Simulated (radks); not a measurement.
# The series with 8 electrons, O to Cl⁹⁺

What does a rising nuclear charge do to the levels of a fixed set of electrons? The series is run ion by ion, each ion in its NIST ground configuration.

Method: non-relativistic Kohn-Sham, r2SCAN, spin-polarised, spherical densities, point nucleus; open shells are filled with parallel spins first. Code: radks (a radial shooting solver on a logarithmic mesh, Libxc functionals) version 1.

### Step 1. The atom as given

- electrons: 8
- ions: O, F⁺, Ne²⁺, Mg⁴⁺, Al⁵⁺, Si⁶⁺, P⁷⁺, S⁸⁺, Cl⁹⁺
- configuration: NIST ground configuration of each

### Step 2. O, [He] 2s2 2p4

The run's settings:

```text
Z 8
configuration [He] 2s2 2p4
relativity non-relativistic
functional r2scan,r2scan
spin polarised
nucleus point
```

### Step 3. F⁺, [He] 2s2 2p4

The run's settings:

```text
Z 9
configuration [He] 2s2 2p4 3s0 3p0
relativity non-relativistic
functional r2scan,r2scan
spin polarised
nucleus point
```

### Step 4. Ne²⁺, [He] 2s2 2p4

Settings, as their differences from step 3:

```diff
@@ -1,2 +1,2 @@
-Z 9
+Z 10
 configuration [He] 2s2 2p4 3s0 3p0
```

### Step 5. Mg⁴⁺, [He] 2s2 2p4

Settings, as their differences from step 4:

```diff
@@ -1,2 +1,2 @@
-Z 10
+Z 12
 configuration [He] 2s2 2p4 3s0 3p0
```

### Step 6. Al⁵⁺, [He] 2s2 2p4

Settings, as their differences from step 5:

```diff
@@ -1,2 +1,2 @@
-Z 12
+Z 13
 configuration [He] 2s2 2p4 3s0 3p0
```

### Step 7. Si⁶⁺, [He] 2s2 2p4

Settings, as their differences from step 6:

```diff
@@ -1,2 +1,2 @@
-Z 13
+Z 14
 configuration [He] 2s2 2p4 3s0 3p0
```

### Step 8. P⁷⁺, [He] 2s2 2p4

Settings, as their differences from step 7:

```diff
@@ -1,2 +1,2 @@
-Z 14
+Z 15
 configuration [He] 2s2 2p4 3s0 3p0
```

### Step 9. S⁸⁺, [He] 2s2 2p4

Settings, as their differences from step 8:

```diff
@@ -1,2 +1,2 @@
-Z 15
+Z 16
 configuration [He] 2s2 2p4 3s0 3p0
```

### Step 10. Cl⁹⁺, [He] 2s2 2p4

Settings, as their differences from step 9:

```diff
@@ -1,2 +1,2 @@
-Z 16
+Z 17
 configuration [He] 2s2 2p4 3s0 3p0
```

Before running it: what results should come out? Wanted: for each run, ion; E; ε(1s down); ε(2s up); ε(2s down); ε(2p up); ε(2p down); <r>(2p down).

The runs gave:

```csv
ion,E (hartree),ε(1s down) (eV),ε(2s up) (eV),ε(2s down) (eV),ε(2p up) (eV),ε(2p down) (eV),<r>(2p down) (bohr)
O,-75.03333,-518.45,-26.933,-22.699,-10.962,-6.792,1.354
F⁺,-99.05038,-688.24,-51.098,-46.043,-30.952,-25.592,1.019
Ne²⁺,-126.58591,-885.80,-82.543,-76.633,-58.166,-51.630,0.8321
Mg⁴⁺,-192.18534,-1363.3,-166.41,-158.79,-133.54,-124.67,0.6163
Al⁵⁺,-230.24339,-1643.1,-218.69,-210.21,-181.57,-171.54,0.5467
Si⁶⁺,-271.80498,-1950.3,-277.83,-268.51,-236.46,-225.27,0.4916
P⁷⁺,-316.86922,-2284.7,-343.81,-333.64,-298.20,-285.85,0.4468
S⁸⁺,-365.43552,-2646.3,-416.62,-405.61,-366.78,-353.26,0.4096
Cl⁹⁺,-417.50343,-3035.2,-496.26,-484.41,-442.18,-427.50,0.3782
```

What this shows: Between O and Cl⁹⁺, 2p down binds 62.9 times more strongly and its mean radius falls by a factor 3.58. The order of these tabulated levels, which need not hold every outer shell, does not change along the series.
